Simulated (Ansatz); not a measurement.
# BH₃OS₂: small, medium and large basis sets

An exercise on one series of results from a longer session: the logs are not shown, and one member is left open.

Program: Ansatz 0.2.0, Gaussian basis. Level of theory: one geometry, several basis sets. These are calculated values, not measurements.

Plan: PBE0-D4/def2-SVP; ωB97M-V/def2-SVP; PBE0-D4/def2-QZVPP; ωB97M-V/def2-QZVPP; the functionals' def2-TZVPP values are taken from earlier runs.

## The relaxed structure

An earlier PBE0-D4 in a triple-zeta def2 set relaxation fixed the geometry.

SMILES `OB(S)S`, 7 atoms, charge 0, spin multiplicity 1.

Atoms are counted from 1 here; the program's logs count them from 0.

Bond lengths: O1–B2 1.356 Å, O1–H5 0.959 Å, B2–S3 1.814 Å, B2–S4 1.821 Å, S3–H6 1.342 Å, S4–H7 1.344 Å. Angles: B2–O1–H5 115.1°, O1–B2–S3 115.7°, O1–B2–S4 125.4°, S3–B2–S4 118.9°, B2–S3–H6 96.4°, B2–S4–H7 97.8°.

Set-up of the first run:

in.yaml

```yaml
crystal:
  periodic: [false, false, false]
  atoms:
    - {symbol: O, position_ang: [-1.258049, 0.682560, 0.409772]}
    - {symbol: B, position_ang: [-0.068186, 0.046217, 0.279308]}
    - {symbol: S, position_ang: [0.797376, -0.326933, 1.829121]}
    - {symbol: S, position_ang: [0.697586, -0.445168, -1.298028]}
    - {symbol: H, position_ang: [-1.708446, 0.874518, -0.414641]}
    - {symbol: H, position_ang: [1.861596, -0.919329, 1.266451]}
    - {symbol: H, position_ang: [-0.260676, 0.020136, -2.117684]}
basis:
  gaussian: {orbitals: def2-SVP}
hamiltonian: {xc: pbe0, dispersion: d4}
output: {orbitals: {seedname: orbitals}}
```

Steps of the session up to this table: PBE0-D4 in def2-SVP; ωB97M-V in def2-SVP; PBE0-D4 in def2-QZVPP; ωB97M-V in def2-QZVPP.

One table of the session follows, with a row left open; its other results are not shown here.

It belongs to the step «Functionals by basis». 

```
functional       basis  HOMO (eV)  LUMO (eV)
   PBE0-D4    def2-SVP          ?          ?
   PBE0-D4  def2-TZVPP      -7.43      -0.22
   PBE0-D4  def2-QZVPP      -7.47      -0.44
   ωB97M-V    def2-SVP      -9.36       2.10
   ωB97M-V  def2-TZVPP      -9.57       1.47
   ωB97M-V  def2-QZVPP      -9.62       1.00
```

Q: Estimate the row for PBE0-D4, def2-SVP from the others.

The run gave: HOMO (eV): -7.25; LUMO (eV): 0.21. In the column «HOMO (eV)» it is the highest.
